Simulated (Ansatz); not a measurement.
## Time against size: HSE06, supercells of GaN, on 1 × H100

Program: Ansatz 0.2.0. No other job shared the machine, and each run was timed once from launch to exit. Hardware: a node with eight NVIDIA H100 80GB cards and 96 AMD EPYC 7R13 cores. Times and memory are rounded to two significant figures, and ratios are formed from the unrounded values. A row is a single run, so small differences between rows aren't established. System services beside the runs took up to 2 cores (rounded up). Precision is the program's default, which can work at lower precision in parts of a run. Card memory is the largest of readings taken every 0.4 s, so short peaks can be missed, and it isn't given for runs under about 3 s. It shows what a run took, which needn't be the least that it can run in: the program holds more work at once where threads and free memory allow.

The smallest member is a 2×1×1 supercell of GaN (P6_3mc), atoms displaced at random by about 0.04 Å along each cell vector. Its input:

```yaml
crystal:
  lattice:
    - [6.377860, 0.000000, 0.000000]
    - [-1.594465, 2.761695, 0.000000]
    - [0.000000, 0.000000, 5.192357]
  atoms:
    - { symbol: Ga, position: [0.347998, 0.325019, 0.502126] }
    - { symbol: Ga, position: [0.167585, 0.677143, 0.988283] }
    - { symbol: "N", position: [0.330732, 0.323907, 0.867637] }
    - { symbol: "N", position: [0.161374, 0.660239, 0.373707] }
    - { symbol: Ga, position: [0.827647, 0.338626, 0.494866] }
    - { symbol: Ga, position: [0.646611, 0.681602, 0.996065] }
    - { symbol: "N", position: [0.828671, 0.336700, 0.877687] }
    - { symbol: "N", position: [0.666998, 0.655949, 0.377392] }
kpoints:
  mp_grid: { grid: [1, 1, 1] }
hamiltonian:
  xc: hse06
  pseudopotentials: { azcp: { folder: soft_1 } }
scf:
  occupations: { method: fixed }
output: { forces: true }
```

The program chose a cutoff of 420 eV. The folder soft_1 holds one of the program's own sets of PAW files, generated with PBE and used with every functional where the input names it. For this functional the program regenerates the frozen cores at set-up.

Command, without the flags for output files and display:

```bash
ansatz run input.yaml --backend cuda --devices 1
```

| atoms | electrons | k mesh | k points | plane waves | dense FFT grid | bands at the start | SCF iterations | threads | wall time | SCF clock | outside it | host memory (GiB) | fullest card (GiB) | remarks |
| --- | --- | --- | --- | --- | --- | --- | --- | --- | --- | --- | --- | --- | --- | --- |
| 8 | 72 | 1×1×1 | 1 | 1813 | 45×24×36 | 44 | 23 | 44 | 2.9 s | 0.60 s | 2.3 s | 1.3 |  | band table 0.037 s; exchange on 30×15×25 points |
| 16 | 144 | 1×1×1 | 1 | 3605 | 45×45×36 | 88 | 22 | 48 | 3.1 s | 0.83 s | 2.3 s | 1.4 | 2.4 | band table 0.057 s; exchange on 30×30×25 points |
| 32 | 288 | 1×1×1 | 1 | 7199 | 45×45×72 | 176 | 23 | 48 | 4.0 s | 1.6 s | 2.4 s | 1.5 | 4.3 | band table 0.11 s; exchange on 30×30×50 points |
| 72 | 648 | 1×1×1 | 1 | 16091 | 64×64×72 | 396 | 23 | 48 | 6.7 s | 3.8 s | 2.9 s | 2.0 | 6.5 | band table 0.36 s; exchange on 45×45×50 points |
| 128 | 1152 | 1×1×1 | 1 | 28619 | 90×90×72 | 704 | 24 | 48 | 12 s | 8.8 s | 3.2 s | 3.1 | 10 | band table 0.96 s; exchange on 60×60×50 points |
| 360 | 3240 | 1×1×1 | 1 | 80421 | 128×108×108 | 1980 | 26 | 48 | 83 s | 78 s | 4.9 s | 13 | 69 | card 69 of 80 GiB; band table 11 s; exchange on 90×75×75 points |
| 432 | 3888 | 1×1×1 | 1 | 96413 | 128×128×108 | 2376 | 25 | 48 | 2.9 min | 2.8 min | 6.2 s | 46 | 79 | card 79 of 80 GiB; band table 63 s; workspaces 13→2; exchange on 90×90×75 points |

The SCF clock is the program's own. It runs from the start of the first SCF loop to the final result and holds forces, stress, later SCFs and response steps. Outside it lie start-up, exit and the set-up ahead of the first loop, which depends on the cell and the method.

SCF iterations are those that the program logged, summed over all steps and exchange cycles of a run; an SCF made in search of a lower state can go uncounted. A hybrid's count includes the PBE SCF that it starts from. Runs at Γ alone can use real arithmetic, which is cheaper than at other k points.

«workspaces a→b»: workspaces were narrowed from a to b bands to fit the card. «exchange on a×b×c points»: exact exchange forms its pair densities on this grid and not on the dense one, without the augmentation charges, which are treated apart. «band table a s»: behind the SCF the program solved its bands further for a band table, asked for or not, which took a s of the SCF clock (told where that is 5 % of it or more). «card a of b GiB» or «host a of b GiB»: the run took three quarters or more of a card's memory (or the program reckoned to fill 85 % of what was free), or 60 % or more of the host memory that it had. The program fits its work to the free memory, so such a run may be limited by memory even where its log doesn't say so. Rows whose remarks tell of memory aren't like for like with rows without. Of long logs only the start and the end were kept, so a limit that memory set in between can be missed.

One k point is too coarse a mesh for the properties of small cells; the series shows cost alone.

The threads change along the series too.

Of the smallest member's 2.9 s, 2.3 s lies outside the SCF clock, so the wall time grows less with size than the clocked work: from 8 to 128 atoms the wall time changes by a factor of 4.2, and the time on the SCF clock by 15. The smallest member has under 2 s on the SCF clock, so these factors are rough.

Problem. How long does the member with 192 atoms take (1×1×1 mesh, 1 k point, 42869 plane waves, 1056 bands)?

Solution. 23 s, in 26 SCF iterations, with 4.9 GiB of host memory and 20 GiB on the fullest card. Of the wall time 19 s is on the SCF clock and 3.7 s outside. It made 3 exchange cycles. Remarks: band table 2.8 s; exchange on 60×60×75 points.
